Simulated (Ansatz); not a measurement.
# Mo4N: from a guess to a relaxed structure

Aim: relax a trial structure of Mo4N and see where it ends.

Computed with Ansatz 0.2.0 (DFT PBE, scalar-relativistic, plane waves, PAW, unless a step's input says otherwise).

## (1) The starting structure

It takes space group P-43m (No. 215, cubic). The conventional cell has a = 4.311 Å, b = 4.311 Å, c = 4.311 Å, α = 90.00°, β = 90.00°, γ = 90.00°. Mo (site symmetry 3m) is surrounded by 1 N at 1.53 Å. Around N (site symmetry -43m) lie 4 Mo at 1.53 Å.

Structure file:

```xyz
5
Lattice="4.3112 0.0000 0.0000 0.0000 4.3112 0.0000 0.0000 0.0000 4.3112" Properties=species:S:1:pos:R:3 pbc="T T T"
Mo    1.2746    1.2746    1.2746
Mo    3.0366    3.0366    1.2746
Mo    3.0366    1.2746    3.0366
Mo    1.2746    3.0366    3.0366
N     2.1556    2.1556    2.1556
```

The cell is invented: random cell by space group and Wyckoff sites (P-43m, No. 215). Lengths come from tabulated atomic sizes and are only a guess.

## (2) Probe: one point on a coarse mesh

Contents of input.yaml:

```yaml
crystal:
  lattice:
    - [4.31120205, 0.0, 0.0]
    - [0.0, 4.31120205, 0.0]
    - [0.0, 0.0, 4.31120205]
  atoms:
    - { symbol: Mo, position: [0.29565311, 0.29565311, 0.29565311], spin: 1.0 }
    - { symbol: Mo, position: [0.70434689, 0.70434689, 0.29565311], spin: 1.0 }
    - { symbol: Mo, position: [0.70434689, 0.29565311, 0.70434689], spin: 1.0 }
    - { symbol: Mo, position: [0.29565311, 0.70434689, 0.70434689], spin: 1.0 }
    - { symbol: "N", position: [0.5, 0.5, 0.5] }
basis:
  ecutwfc: 420
kpoints:
  mp_grid: { grid: [4, 4, 4] }
hamiltonian:
  xc: pbe
scf:
  occupations: { method: gaussian, width: 0.1 }
  lower_state_search: "off"
output:
  forces: true
  stress: true
  eigenvalues: true
  populations: true
magnetization:
  spin_polarized: true
```

Run with:

```bash
> ansatz run input.yaml --threads 1 --pin off --max-ram 2560MiB --backend cpu --events-out ev --progress --plain --runs-dir out
```

The program printed (excerpt; [...] marks lines left out):

```text
Warning: RAYON_NUM_THREADS=1 ignored (pool sized by the plan → 1); use --threads N
[...]
Pseudopotentials: kind: paw
Pseudopotential: Mo, paw, valence charge 14, recommended cutoff 420 eV (normal), Mo.paw.azcp
Pseudopotential: N, paw, valence charge 5, recommended cutoff 420 eV (normal), N.paw.azcp
Functional definition: PBE
[...]
Crystal: 5 atoms, lattice volume = 80.130 Å³
Basis set: ecut = 420 eV, 1551 PW (Γ), exchange–correlation on 60×60×60 points (8 copies of the dense FFT grid, shifted against one another)
Bands: 39, of which v1, the nominal top of the filled ones, is band 31 counted from 1 (30 counted from 0)
Symmetry: 24 space group operations
Space group: P-43m (ITA 215), of the structure as read, at distance tolerance 4.3e-5 Å
Magnetic group: BNS 215.70 (UNI 1572), of the structure as read, at distance tolerance 4.3e-5 Å
k-points: 10 of 64 (time reversal used)
[...]
Starting moments: Σ|m| = 4 μB on 4 of 5 sites
[...]
SCF iter   1: F=—  HF=-20194.330951 eV  |F-HF|=—  |Δ(HF+E_count)|=         —  Δρ=9.41e-2 (↑9.41e-2 ↓7.90e-2)  dr2=2.19e1  dr2_m=1.02e0  M=1.527 μB ∫|m|=1.549 μB  β_m=0.30  ethr=3.10e-3  ⟨swp⟩=5.3  Hψ=2988  notcnv=0
[...]
spin=Collinear: Kerker preconditioning applied to the charge; magnetization (m = ρ↑ − ρ↓) channel mixes plain (no charge-response kernel on spin).
[...]
spin-set hold released at iteration 7 (site moments contracting): the magnetisation degrees of freedom join the quasi-Newton model from the next iteration; the mixer history was flushed
[...]
WARN: the starting moments were not kept: the SCF closed with an absolute magnetisation of 3.0e-6 μB, where they sum to 4 μB in size (4 sites). That is at most 0.1 of that sum. Measured as dr2_m measures the in/out step, that magnetisation stands 4.2e-13 eV from none, at or under the [...]
SCF converged after 15 iterations
Magnetization: 0.0000 μB (30.5000 up, 30.5000 down)
Absolute magnetization: 0.0000 μB (∫|ρ↑−ρ↓|, with the PAW one-centre terms)
Spin contamination: 0.0000 ħ² per cell (⟨S²⟩ above its minimum at these occupations)
Per-site moments (μB) at R_I (Å): [(5.3438575577795624e-8, 0.6294351470212649), (5.3438575651131564e-8, 0.6294351470212649), (5.3438575667804164e-8, 0.6294351470212649), (5.343857566884231e-8, 0.6294351470212649), (8.255505559738521e-8, 0.6294351470212649)]
Free energy (F): -20188.898356 eV
[...]
E sigma→0 (E₀):  -20188.884639 eV
Entropy (-TS):   -0.027434 eV (-5.487 meV/atom)
Fermi energy:    16.717334 eV
[...]
--- Forces (eV/Å), atoms counted from 1 ---
  atom   1  Mo   -16.21185861   -16.21185861   -16.21185861
  atom   2  Mo    16.21185861    16.21185861   -16.21185861
  atom   3  Mo    16.21185861   -16.21185861    16.21185861
  atom   4  Mo   -16.21185861    16.21185861    16.21185861
  atom   5  N     -0.00000000    -0.00000000    -0.00000000
[...]
--- Stress (GPa, compression-positive) ---
       97.391629      -0.000000      -0.000000
        0.000000      97.391629       0.000000
       -0.000000       0.000000      97.391629
  P = ⅓ Tr σ = 97.3916 GPa (973.916 kbar)
--- Band table (eV; the first three rows and the last of 20) ---
[...]
--- Löwdin populations: 5 sites ---
  site symbol       q [e]    m [muB]
     0     Mo     13.9253     0.0000
     1     Mo     13.9253     0.0000
     2     Mo     13.9253     0.0000
     3     Mo     13.9253     0.0000
     4      N      4.8276     0.0000
  spilling = 0.007722 (of n_electrons = 61.000000)
```

Run time: 4.9 s. Hardware: 1 thread of Intel Xeon 6975P-C (Granite Rapids), shared host; peak memory 0.35 GiB.

Site by site:

```csv
atom,Löwdin electrons
Mo1,13.93
Mo2,13.93
Mo3,13.93
Mo4,13.93
N5,4.83
```

The Löwdin counts miss 0.47 of the 61 electrons, which the atomic orbitals do not span, so they are no charges.

Read-out: pressure 97.4 GPa, largest force 28.08 eV/Å, gap on this mesh none (metal). A guess like this is first relaxed loosely on the coarse mesh.

## (3) A loose first relaxation

Edit input.yaml of step 2 so:

```diff
@@ -27 +27,6 @@
   spin_polarized: true
+relax:
+  adjacent_minimum: "off"
+  f_tol: 0.04
+  max_steps: 70
+  cell: { stress_tol: 0.4 }
```

Run with:

```bash
> ansatz run input.yaml --threads 1 --pin off --max-ram 2560MiB --backend cpu --events-out ev --progress --plain --runs-dir out
```

The program printed:

```text
Warning: RAYON_NUM_THREADS=1 ignored (pool sized by the plan → 1); use --threads N
Engine: ansatz 0.2.0, x86_64-unknown-linux-gnu
[... 4 set-up lines as earlier in the session ...]
  parameter kappa = 0.804
  parameter beta = 0.06672455060314922
  exchange = pbe_x(kappa = kappa, mu = beta*pi^2/3)
  correlation = pbe_c(beta = beta)
Crystal: 5 atoms, lattice volume = 80.130 Å³
Basis set: ecut = 420 eV, 1551 PW (Γ), exchange–correlation on 60×60×60 points (8 copies of the dense FFT grid, shifted against one another)
Bands: 39, of which v1, the nominal top of the filled ones, is band 31 counted from 1 (30 counted from 0)
[... 2 set-up lines as earlier in the session ...]
Magnetic group: BNS 215.70 (UNI 1572), of the structure as read, at distance tolerance 4.3e-5 Å
k-points: 10 of 64 (time reversal used)
Non-local potential: Mo, projectors of the file, l = 0: 3, l = 1: 2, l = 2: 2, l = 3: 1
Non-local potential: N, projectors of the file, l = 0: 2, l = 1: 2, l = 2: 1
PAW form: soft (Blöchl's): semilocal exchange-correlation on the pseudo side does not see the compensation charge
PAW one-centre angular grid: Mo, 590 points (default); XC on 64 Gauss nodes
PAW one-centre angular grid: N, 110 points (default); XC on 64 Gauss nodes
Initial density: superposition of atomic densities (chi_scale 0.1, normalization cell, long waves kept (reshape's long-wave potential 0.01 eV rms))
Starting moments: Σ|m| = 4 μB on 4 of 5 sites
Initial wavefunctions: pseudopotential atomic-orbital guess
Functional: x = pbe(κ = 0.804, μ = 0.2195149727645171), c = pbe(β = 0.06672455060314922)
SCF iter   1: F=—  HF=-20194.330951 eV  |F-HF|=—  |Δ(HF+E_count)|=         —  Δρ=9.41e-2 (↑9.41e-2 ↓7.90e-2)  dr2=2.19e1  dr2_m=1.02e0  M=1.527 μB ∫|m|=1.549 μB  β_m=0.30  ethr=3.10e-3  ⟨swp⟩=5.3  Hψ=2988  notcnv=0
preconditioner: auto → Kerker (q_TF=auto, 2.607 Å⁻¹)  [metal: Δε(μ)=0.020 eV  Ē_g=7.957 eV  σ=0.100 eV  W_gap=0.11  n_scr=26 (ndim 8)  ℏωp=22.3 eV  f_vac=0.000  D(μ)=5.88/eV (n_scr^D=80)]
spin=Collinear: Kerker preconditioning applied to the charge; magnetization (m = ρ↑ − ρ↓) channel mixes plain (no charge-response kernel on spin).
SCF iter   2: F=—  HF=-20190.472609 eV  |F-HF|=—  |Δ(HF+E_count)|=    3.86e0  Δρ=5.73e-2 (↑5.73e-2 ↓4.61e-2)  dr2=7.34e0  dr2_m=5.75e-1  M=1.300 μB ∫|m|=1.325 μB  β_m=0.30  ethr=3.10e-3  ⟨swp⟩=2.6  Hψ=1384  notcnv=0  defer=41
SCF iter   3: F=—  HF=-20188.815561 eV  |F-HF|=—  |Δ(HF+E_count)|=    1.66e0  Δρ=2.52e-2 (↑2.51e-2 ↓2.52e-2)  dr2=3.96e-1  dr2_m=3.16e-1  M=1.146 μB ∫|m|=1.172 μB  β_m=0.30  ethr=3.10e-3  ⟨swp⟩=3.1  Hψ=1732  notcnv=0  defer=41
SCF iter   4: F=—  HF=-20188.803389 eV  |F-HF|=—  |Δ(HF+E_count)|=   1.22e-2  Δρ=1.72e-2 (↑1.72e-2 ↓1.63e-2)  dr2=7.81e-2  dr2_m=1.94e-1  M=0.950 μB ∫|m|=0.974 μB  β_m=0.30  ethr=6.49e-4  ⟨swp⟩=2.2  Hψ=1277  notcnv=0  defer=31
SCF iter   5: F=—  HF=-20188.823688 eV  |F-HF|=—  |Δ(HF+E_count)|=   2.03e-2  Δρ=1.33e-2 (↑1.25e-2 ↓1.33e-2)  dr2=7.06e-3  dr2_m=1.20e-1  M=0.793 μB ∫|m|=0.815 μB  β_m=0.30  ethr=1.28e-4  ⟨swp⟩=2.0  Hψ=1093  notcnv=0  defer=31
SCF iter   6: F=—  HF=-20188.847678 eV  |F-HF|=—  |Δ(HF+E_count)|=   2.40e-2  Δρ=1.05e-2 (↑1.05e-2 ↓9.78e-3)  dr2=9.95e-4  dr2_m=7.52e-2  M=0.667 μB ∫|m|=0.686 μB  β_m=0.30  ethr=1.16e-5  ⟨swp⟩=2.5  Hψ=1375  notcnv=0  defer=29
SCF iter   7: F=—  HF=-20188.863267 eV  |F-HF|=—  |Δ(HF+E_count)|=   1.56e-2  Δρ=8.25e-3 (↑8.25e-3 ↓7.91e-3)  dr2=5.12e-4  dr2_m=4.79e-2  M=0.559 μB ∫|m|=0.577 μB  β_m=0.30  ethr=1.63e-6  ⟨swp⟩=1.5  Hψ=1014  notcnv=0  defer=29
Mixer restart at iter 7: flushing history
spin-set hold released at iteration 7 (site moments contracting): the magnetisation degrees of freedom join the quasi-Newton model from the next iteration; the mixer history was flushed
SCF iter   8: F=—  HF=-20188.873909 eV  |F-HF|=—  |Δ(HF+E_count)|=   1.06e-2  Δρ=6.62e-3 (↑6.62e-3 ↓6.37e-3)  dr2=4.17e-4  dr2_m=3.09e-2  M=0.469 μB ∫|m|=0.485 μB  β_m=0.55  ethr=8.39e-7  ⟨swp⟩=2.0  Hψ=1034  notcnv=0  defer=29
SCF iter   9: F=—  HF=-20188.896040 eV  |F-HF|=—  |Δ(HF+E_count)|=   2.21e-2  Δρ=1.45e-3 (↑1.45e-3 ↓1.45e-3)  dr2=4.02e-5  dr2_m=1.53e-3  M=0.144 μB ∫|m|=0.151 μB  β_m=0.82  ethr=6.84e-7  ⟨swp⟩=2.6  Hψ=1414  notcnv=0  defer=29
SCF iter  10: F=—  HF=-20188.898237 eV  |F-HF|=—  |Δ(HF+E_count)|=   2.20e-3  Δρ=2.47e-4 (↑2.43e-4 ↓2.47e-4)  dr2=1.58e-6  dr2_m=4.34e-5  M=0.029 μB ∫|m|=0.031 μB  β_m=0.91  ethr=6.58e-8  ⟨swp⟩=3.0  Hψ=1641  notcnv=0  defer=27
SCF iter  11: F=—  HF=-20188.898353 eV  |F-HF|=—  |Δ(HF+E_count)|=   1.17e-4  Δρ=3.13e-5 (↑3.13e-5 ↓2.96e-5)  dr2=4.59e-7  dr2_m=5.53e-7  M=0.003 μB ∫|m|=0.004 μB  β_m=0.94  ethr=2.59e-9  ⟨swp⟩=3.1  Hψ=1652  notcnv=0  defer=27
iter 12 did not close the SCF: its close was put off for a magnetic moment that had not settled (scf_convergence_deferred on its scf_iter line)
SCF iter  12: F=-20188.898356 eV  HF=-20188.898356 eV  |F-HF|=4.99e-8  |Δ(HF+E_count)|=   2.10e-6  Δρ=1.09e-5 (↑1.09e-5 ↓8.44e-6)  dr2=8.83e-8  dr2_m=4.09e-8  M=0.001 μB ∫|m|=0.001 μB  β_m=0.94  ethr=1.64e-10  ⟨swp⟩=9.2  Hψ=3713  notcnv=0
iter 13 did not close the SCF: its close was put off for a magnetic moment that had not settled (scf_convergence_deferred on its scf_iter line)
SCF iter  13: F=-20188.898356 eV  HF=-20188.898356 eV  |F-HF|=2.71e-9  |Δ(HF+E_count)|=   1.69e-7  Δρ=2.36e-6 (↑2.06e-6 ↓2.36e-6)  dr2=5.53e-9  dr2_m=2.51e-9  M=0.000 μB ∫|m|=0.000 μB  β_m=0.97  ethr=1.45e-10  ⟨swp⟩=2.0  Hψ=2747  notcnv=0
iter 14 did not close the SCF: its close was put off for a magnetic moment that had not settled (scf_convergence_deferred on its scf_iter line)
SCF iter  14: F=-20188.898356 eV  HF=-20188.898356 eV  |F-HF|=1.64e-10  |Δ(HF+E_count)|=   9.94e-9  Δρ=3.54e-7 (↑3.54e-7 ↓3.44e-7)  dr2=6.95e-11  dr2_m=6.74e-11  M=0.000 μB ∫|m|=0.000 μB  β_m=0.97  ethr=9.06e-12  ⟨swp⟩=1.1  Hψ=2369  notcnv=0
SCF iter  15: F=-20188.898356 eV  HF=-20188.898356 eV  |F-HF|=0.00e0  |Δ(HF+E_count)|=  2.80e-10  Δρ=6.27e-8 (↑6.19e-8 ↓6.27e-8)  dr2=5.20e-12  dr2_m=1.71e-12  M=0.000 μB ∫|m|=0.000 μB  ethr=1.00e-12  ⟨swp⟩=1.0  Hψ=1854  notcnv=0
WARN: the starting moments were not kept: the SCF closed with an absolute magnetisation of 3.0e-6 μB, where they sum to 4 μB in size (4 sites). That is at most 0.1 of that sum. Measured as dr2_m measures the in/out step, that magnetisation stands 4.2e-13 eV from none, at or under the dr2_threshold of 1.0e-7 eV: it is no larger than a step whose dr2_m would equal this threshold. The system may hold no moment; this SCF shows only that its start led to no more than that. To try another start: raise the starting moments (crystal.atoms[].spin, magnetization.per_species, magnetization.initial_magnetization, or on a non-collinear deck that types none of these the spinor_matrix: blocks that start its atoms; where the total moment is fixed, keep their sum and leave initial_magnetization as it is; typed ones take the place of any that the run laid by itself, positive ones on a crystal's lanthanoids without a Hubbard term where scf.initial_density.shell_occupations: [] is typed) or, if the notice of its spin-set hold's release reads "site moments contracting" or "site moments show no strong build", lengthen the hold (scf.mixing.spin_hold: { on: { confirm: 4 } }; for m-r²SCAN on two components see the key's manual first). Each may lead to a state that holds a moment. A second SCF, from the converged charge density, with the starting moments and any scf.initial_density.shell_occupations laid on it anew, would have followed, and was not run: the deck does not ask for one (magnetization.retry_lost_moments is false, the default). To let it run, set magnetization.retry_lost_moments: true and run the deck again, where that key's refused combinations let it; where memory then withholds it, that run's warning says so.
SCF 1 converged in 15 iterations: F = -20188.898356 eV  dr2 = 5.20e-12
relax step   1: F+E_penalty+E_count = -20188.89835575 eV  Δ(F+E_penalty+E_count) = +0.000e0 eV  max|allowed force component| = 1.621e1 eV/Å  Δτ_max = 0.0000 Å  P = +97.392 GPa  Ω = 80.130 Å³  (15 SCF iters, dr2 threshold 1.00e-7 eV, accepted)
[... from here on, the SCF cycles and remarks between the steps are left out ...]
relax step   2: F+E_penalty+E_count = -20202.30712957 eV  Δ(F+E_penalty+E_count) = -1.341e1 eV  max|allowed force component| = 5.743e0 eV/Å  Δτ_max = 0.1920 Å  P = +24.598 GPa  Ω = 79.158 Å³  energy of the carried Pulay correction = +8.868e-4 eV  (9 SCF iters, dr2 threshold 5.00e-7 eV, accepted)
relax step   3: F+E_penalty+E_count = -20205.10180761 eV  Δ(F+E_penalty+E_count) = -2.795e0 eV  max|allowed force component| = 2.468e0 eV/Å  Δτ_max = 0.1679 Å  P = +36.077 GPa  Ω = 68.087 Å³  energy of the carried Pulay correction = +1.180e-2 eV  (9 SCF iters, dr2 threshold 5.00e-7 eV, accepted)
relax step   4: F+E_penalty+E_count = -20206.28027207 eV  Δ(F+E_penalty+E_count) = -1.178e0 eV  max|allowed force component| = 9.697e-2 eV/Å  Δτ_max = 0.0675 Å  P = -3.732 GPa  Ω = 76.066 Å³  energy of the carried Pulay correction = +3.779e-3 eV  (9 SCF iters, dr2 threshold 5.00e-7 eV, accepted)
relax step   5: F+E_penalty+E_count = -20206.30163034 eV  Δ(F+E_penalty+E_count) = -2.136e-2 eV  max|allowed force component| = 4.752e-2 eV/Å  Δτ_max = 0.0080 Å  P = +0.208 GPa  Ω = 74.640 Å³  energy of the carried Pulay correction = +5.152e-3 eV  (8 SCF iters, dr2 threshold 5.00e-7 eV, accepted)
relax step   6: F+E_penalty+E_count = -20206.30207998 eV  Δ(F+E_penalty+E_count) = -4.496e-4 eV  max|allowed force component| = 1.319e-2 eV/Å  Δτ_max = 0.0022 Å  P = +0.091 GPa  Ω = 74.640 Å³  energy of the carried Pulay correction = +5.152e-3 eV  (6 SCF iters, dr2 threshold 1.41e-7 eV, accepted)
relax step   7: F+E_penalty+E_count = -20206.29801592 eV  Δ(F+E_penalty+E_count) = +4.064e-3 eV  max|allowed force component| = 1.300e-2 eV/Å  Δτ_max = 0.0000 Å  P = +0.026 GPa  Ω = 74.640 Å³  stress off target by 2.58e-2 GPa  SCF on the basis re-selected at this cell (its energy is not comparable with the rows above)  (4 SCF iters)
basis re-selected at this cell: Δ(F+E_penalty+E_count) = +4.064e-3 eV, ΔP = -0.065 GPa vs the last step (what re-selecting the basis moved, of the pressure what is left beyond the Pulay correction that the steps carried, after the strain that the cell walked since its last selection, with what the two solves' SCF thresholds leave and, on support functions, any second-order correction that the steps lacked; it is no measure of the basis error at this ecutwfc). This SCF's stress stands 2.58e-2 GPa from its target on what of the cell is left free (relax.cell.stress_tol is 4.00e-1 GPa) and its largest allowed force component is 1.30e-2 eV/Å (relax.f_tol is 4.00e-2 eV/Å): within both
SCF converged after 4 iterations
Magnetization: 0.0000 μB (30.5000 up, 30.5000 down)
Absolute magnetization: 0.0000 μB (∫|ρ↑−ρ↓|, with the PAW one-centre terms)
Spin contamination: 0.0000 ħ² per cell (⟨S²⟩ above its minimum at these occupations)
Per-site moments (μB) at R_I (Å): [(1.241804126271656e-6, 0.7910021214705395), (1.2418041260588288e-6, 0.7910021214705395), (1.2418041262768805e-6, 0.7910021214705395), (1.241804126081951e-6, 0.7910021214705395), (-7.234702756572349e-10, 0.7910021214705395)]
Free energy (F): -20206.298016 eV
Harris-Foulkes:  -20206.298016 eV  (|F-HF|=1.03e-9)
Internal energy: -20206.262041 eV  (E = F + TS)
E sigma→0 (E₀):  -20206.280028 eV
Entropy (-TS):   -0.035975 eV (-7.195 meV/atom)
Fermi energy:    18.283771 eV
--- Per-component energies (eV) ---
  E_band       = -330.093016
  E_kinetic    = 1890.974225
  E_local      = -3690.018095  (includes V_loc(G=0)·N_el)
  E_nonlocal   = 617.611823
  E_hartree    = 1217.144626
  E_xc         = -791.098649
  E_vxc        = -988.513953  (∫ρ·V_xc dr)
  E_paw        = -12932.105100  (= ΣΔE_a)
  E_vpaw       = -594.435395  (= ΣTr[D̂ρ^β])
  E_aug_tail   = 0.000245  (compensation charges beyond the density's cutoff)
  E_ewald      = -6518.771116
  E_smearing   = -0.035975  (= −TS)
  E_closure    = 0.000000  (closes the sum)
  Σ components = -20206.298016   (vs F -20206.298016, Δ=0.00e0)
--- Forces (eV/Å), atoms counted from 1 ---
  atom   1  Mo    -0.01299572    -0.01299572    -0.01299572
  atom   2  Mo     0.01299572     0.01299572    -0.01299572
  atom   3  Mo     0.01299572    -0.01299572     0.01299572
  atom   4  Mo    -0.01299572     0.01299572     0.01299572
  atom   5  N     -0.00000000    -0.00000000     0.00000000
  max |Σ_I F_I| component: 1.79e-17 eV/Å
--- Stress (GPa, compression-positive) ---
        0.025761      -0.000000      -0.000000
       -0.000000       0.025761       0.000000
       -0.000000       0.000000       0.025761
  P = ⅓ Tr σ = 0.0258 GPa (0.258 kbar)
--- Band table (eV; the first three rows and the last of 20) ---
  k-point 0 ↑: bands = ["-42.8560", "-42.6754", "-42.6754", "-42.6754", "-17.6524", "-17.1444", "-17.1444", "-16.9347", "-16.9347", "-16.9347", "-16.6563", "-16.6563", "-16.6563", "-16.4354", "-16.4354", "-16.4354", "2.2526", "11.3692", "11.3692", "11.3692", "12.5141", "14.3690", "14.3690", "15.2697", "15.2697", "15.2697", "16.7867", "19.1343", "19.1343", "19.2749", "19.2749", "19.2749", "21.0331", "21.0331", "21.0331", "21.3211", "21.3211", "21.6402", "21.6402"]
[... 3 lines left out ...]
--- Relaxed structure (6 steps of the walk, 6 accepted, 1 SCFs on fresh bases) ---
  F+E_penalty+E_count = -20206.29801592 eV   max|allowed force component| = 1.300e-2 eV/Å   (the final SCF, on the basis selected at the relaxed cell)
  cell:  # Å, volume = 74.6401 Å³
    - [4.2104072327067605, 1.1876567990387955e-33, -1.4123465543170486e-33]
    - [-1.8938311119807817e-33, 4.2104072327067605, 8.474093826870761e-33]
    - [-1.925927870858598e-33, 8.730884488084107e-33, 4.2104072327067605]
  atoms:
    - { symbol: Mo, position: [0.23705254909396867, 0.23705254909396867, 0.23705254909396867] }
    - { symbol: Mo, position: [0.7629474509060313, 0.7629474509060313, 0.23705254909396867] }
    - { symbol: Mo, position: [0.7629474509060313, 0.23705254909396867, 0.7629474509060313] }
    - { symbol: Mo, position: [0.23705254909396867, 0.7629474509060313, 0.7629474509060313] }
    - { symbol: N, position: [0.5, 0.5, 0.5] }
--- Löwdin populations: 5 sites ---
  site symbol       q [e]    m [muB]
     0     Mo     13.8166     0.0000
     1     Mo     13.8166     0.0000
     2     Mo     13.8166     0.0000
     3     Mo     13.8166     0.0000
     4      N      5.3999     0.0000
  spilling = 0.005469 (of n_electrons = 61.000000)
```

It took 22 s on 1 thread of Intel Xeon 6975P-C (Granite Rapids), shared host; peak memory 0.37 GiB.

Step by step:

| step | E - E(step 1) (eV/cell) | largest force component (eV/Å) | pressure (GPa) | volume (Å³) |
| --- | --- | --- | --- | --- |
| 1 | 0.0000 | 16.2119 | 97.39 | 80.13 |
| 2 | -13.4088 | 5.7433 | 24.60 | 79.16 |
| 3 | -16.2035 | 2.4680 | 36.08 | 68.09 |
| 4 | -17.3819 | 0.0970 | -3.73 | 76.07 |
| 5 | -17.4033 | 0.0475 | 0.21 | 74.64 |
| 6 | -17.4037 | 0.0132 | 0.09 | 74.64 |
| 7 | -17.3997 | 0.0130 | 0.03 | 74.64 |

Step 1 is the start. Step 7 repeats the geometry before it on a plane-wave basis chosen anew for that cell, so its energy need not be comparable with the rows above.

|  | before | after | change |
| --- | --- | --- | --- |
| a (Å) | 4.311 | 4.210 | -2.3 % |
| b (Å) | 4.311 | 4.210 | -2.3 % |
| c (Å) | 4.311 | 4.210 | -2.3 % |
| volume (Å³/atom) | 16.03 | 14.93 | -6.9 % |
| shortest distance (Å) | 1.526 | 1.918 | +25.7 % |
| space group (0.01 Å) | P-43m | P-43m | same |

Forces and stress were held to the start's 24 operations: a distortion of lower symmetry was not tested.

Site by site:

```
atom  Löwdin electrons
 Mo1             13.82
 Mo2             13.82
 Mo3             13.82
 Mo4             13.82
  N5              5.40
```

The Löwdin counts miss 0.33 of the 61 electrons, which the atomic orbitals do not span, so they are no charges.

(Part 1 of 2 ends here.)
